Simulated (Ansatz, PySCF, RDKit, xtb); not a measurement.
# Isomers of C4H5FN2O, a sample narrowed down

Which of a sample of isomers of C4H5FN2O is the most stable in the gas at 298.15 K, and what are its properties? The sample is small against all isomers, and the most stable one of this formula need not be in it.

Plan: many cheap relaxations first (GFN2-xTB), then density-functional screening, relaxation at B3LYP/def2-SVP, vibrations (at GFN2-xTB) and a final energy. The numbers are computed, not measured.

**1. Possible bonding patterns**

Isomers were taken from a list of plausible structures; this is a sample, not all of them. That gives 14 candidates.

```
label              SMILES     spin
 c003       FCOc1ncc[nH]1  singlet
 c042          CNc1conc1F  singlet
 c092        CCc1noc(F)n1  singlet
 c152    C[C@H](F)c1ncon1  singlet
 c159        CCc1nc(F)no1  singlet
 c355     N=C/C=C(/F)NC=O  singlet
 c441    N#C[C@H](F)CNC=O  singlet
 c506       COc1n[nH]cc1F  singlet
 c518       FCOc1ccn[nH]1  singlet
 c764          NCc1conc1F  singlet
 c814          CNc1cnoc1F  singlet
 c847     C=N/C=C(/F)NC=O  singlet
 c879  CNC(=O)[C@H](F)C#N  singlet
 c894     COc1c[nH]c(F)n1  singlet
```

Candidates are built by distance geometry, with a force field where one applies, in up to four conformers (letters a to d).

**Question.** With final energies at CCSD(T)/def2-SVP + MP2/def2-TZVPP - MP2/def2-SVP, which structure will this search put lowest in free energy, and by what margin?

| quantity | value |
| --- | --- |
| lowest structure found | FCOc1ncc[nH]1, singlet |
| next finalist | COc1c[nH]c(F)n1, singlet, 8.7 kcal/mol higher in G |
| share at equilibrium, among the finalists | 100.0 % |
| dipole moment (PBE0/def2-SVPD) | 2.93 D |
| HOMO energy (PBE0/def2-SVPD) | -6.46 eV |
| LUMO energy (PBE0/def2-SVPD) | 0.62 eV |
| HOMO–LUMO gap (PBE0/def2-SVPD) | 7.08 eV |
| lowest excitation (TD-PBE0/def2-SVPD) | 5.90 eV (f = 0.004) |
| strongest of the states computed, same level | 6.53 eV (f = 0.214) |
| lowest triplet excitation, same level, Tamm-Dancoff | 4.40 eV |
| vertical ionisation energy | 8.52 eV |
| vertical electron affinity | -1.66 eV (unbound: the value depends on the basis) |
| vertical triplet less singlet | +4.37 eV |

The search ends on `FCOc1ncc[nH]1`. Among the finalists first place is clear (8.7 kcal/mol); structures outside the list aren't covered. GFN2-xTB, r2SCAN-D4/def2-SVP, B3LYP/def2-SVP, HF/def2-SVP and MP2/def2-SVP already put its bonding pattern lowest among the structures in one piece; HF/STO-3G favours the singlet CCc1noc(F)n1 (c092a, not a finalist). Lowest found is not proven lowest: the search is finite, and each finalist counts with one conformer. Only 14 drawn patterns were tried, so whole families of isomers are missing, and the result ranks this sample alone.
